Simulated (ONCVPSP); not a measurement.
**An ONCV potential for tantalum, from input to tests**

Do these settings give a usable potential? It is generated, then checked for transferability, scattering, ghosts and hardness.

The numbers are computed with ONCVPSP 4.0.1.1 (patched build) (LDA (Perdew-Wang 92), scalar-relativistic, spin-unpolarised reference atom).

**1. The atom and the settings**

Typed settings, in words:

```
element                 : tantalum (Ta, Z = 73)
type                    : optimised norm-conserving Vanderbilt (ONCV)
frozen core             : [Kr] 4d10 4f14
valence charge          : 13
reference configuration : 5s2 5p6 5d3 6s2
partial waves           : 5s+6s: rc 1.85 bohr, ncon 4, nbas 9, qcut 6 1/bohr, 2 projectors; 5p: rc 1.45 bohr, ncon 4, nbas 9, qcut 4.7 1/bohr, 2 projectors, debl 1.7 Ha; 5d: rc 2.15 bohr, ncon 4, nbas 9, qcut 6.9 1/bohr, 2 projectors, debl 0.7 Ha
local potential         : polynomial inside 1.15 bohr (lpopt 4, dvloc0 4 Ha)
core correction         : polynomial model core, fcfact 0.4
```

The outer shells as boxes (Hund's rule for the drawing; the calculation is spin-unpolarised):

```
[Kr] core
4d [↑↓][↑↓][↑↓][↑↓][↑↓]
4f [↑↓][↑↓][↑↓][↑↓][↑↓][↑↓][↑↓]
5s [↑↓]
5p [↑↓][↑↓][↑↓]
5d [↑ ][↑ ][↑ ][  ][  ]
6s [↑↓]
```

**2. The generation run**

Ta.dat reads:

```
# ATOM AND REFERENCE CONFIGURATION
# atsym  z   nc   nv     iexc    psfile
  Ta 73.00   10    4  -001012      upf
#
#   n    l    f
    1    0    2.00
    2    0    2.00
    2    1    6.00
    3    0    2.00
    3    1    6.00
    3    2   10.00
    4    0    2.00
    4    1    6.00
    4    2   10.00
    4    3   14.00
    5    0    2.00
    5    1    6.00
    5    2    3.00
    6    0    2.00
#
# PSEUDOPOTENTIAL AND OPTIMIZATION
# lmax
    2
#
#   l,   rc,      ep,       ncon, nbas, qcut
    0    1.85    0.00    4    9    6.00
    1    1.45    0.00    4    9    4.70
    2    2.15    0.00    4    9    6.90
#
# LOCAL POTENTIAL
# lloc, lpopt,  rc(5),   dvloc0
    4    4    1.15    4.00
#
# VANDERBILT-KLEINMAN-BYLANDER PROJECTORs
# l, nproj, debl
    0    2    1.20
    1    2    1.70
    2    2    0.70
#
# MODEL CORE CHARGE
# icmod, fcfact, rcfact
    1    0.40    0.00
#
# LOG DERIVATIVE ANALYSIS
# epsh1, epsh2, depsh
   -4.00    5.00    0.02
#
# OUTPUT GRID
# rlmax, drl
    6.00    0.01
#
# TEST CONFIGURATIONS
# ncnf
    4
# nvcnf
#   n    l    f
    4
    5    0    2.00
    5    1    6.00
    5    2    3.00
    6    0    1.00
#
    4
    5    0    2.00
    5    1    6.00
    5    2    3.00
    6    0    0.00
#
    4
    5    0    2.00
    5    1    6.00
    5    2    2.00
    6    0    0.00
#
    4
    5    0    2.00
    5    1    6.00
    5    2    3.50
    6    0    1.50
#
```

Command:

```console
$ oncvpsp.x < Ta.dat > Ta.out
```

Q: Predict the outcome of this session. Wanted: cutoffs for 1 and 0.1 mHa per electron, occupied waves; bound ghosts; GHOST(+) flags; largest test error; largest phase difference near zero energy, channels read; rms error of d²Exc/dn², without and with the model core.

**Answer**, as computed:

| quantity | value |
| --- | --- |
| cutoffs for 1 and 0.1 mHa per electron, occupied waves | 76 Ha and 129 Ha |
| bound ghosts | none found |
| GHOST(+) flags | none at low energy |
| largest test error (AE − PS) | -47 meV, for 5s2 5p6 5d2 6s0 |
| largest phase difference near zero energy, channels read | 0.000 rad |
| rms error of d²Exc/dn², without and with the model core | 8.09 and 0.38 mHa |

The worst unpolarised test, 5s2 5p6 5d2 6s0, is off by 47 meV on 47.9 eV; by total energies transferability rates as fair. That test lies far up in energy; among those under 40 eV, nearer to bonding, the largest error is 18 meV. The potential is very hard: the looser tolerance needs 76 Ha. At the looser tolerance the 5p wave is the slowest; 5d needs 14 Ha. No bound ghost shows below the valence levels. Near zero energy the phases of the channels with partial waves agree within 0.001 rad. Note that the frozen 4f shell (-25 eV) lies higher than the valence 5s shell (-73 eV). All of this concerns the isolated atom, not yet a solid.
